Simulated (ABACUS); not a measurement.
Runs of ABACUS 3.10.1 on HPbNO4. The typed cell holds 7 atoms: a = 3.858 Å, b = 5.535 Å, c = 6.055 Å, α = 106.62°, β = 93.97°, γ = 90.45°. The cell was built by a generator and needn't be a form met in nature.

```csv
level,V0 of scaled cells (Å³/atom),B0 (GPa)
LDA,(b),77
PW91,18.45,70
PBEsol,18.08,(a)
r2SCAN,17.88,76
```

Alike in all rows: task equation of state; potentials or basis SG15 ONCV 1.2 PBE, DZP LCAO (the cutoffs set its grid); no spin polarisation; cell as given; k mesh 5 × 4 × 4; cutoff (eV) 1361; smearing fermi-dirac 0.05 eV.

Question: Estimate the missing entries.

Answer: (a) 74; (b) 17.77.

Caveats: the atomic orbitals were generated for these runs and aren't a published set; the cell was scaled at fixed shape and fractional positions, which overstates the stiffness of a crystal with free parameters, most of all of layers and chains; the potentials were made for another functional, which shifts forces and pressure; the basis of atomic orbitals isn't converged, which shifts pressures, moduli and gaps.

Runs at the PBE level aren't shown here.
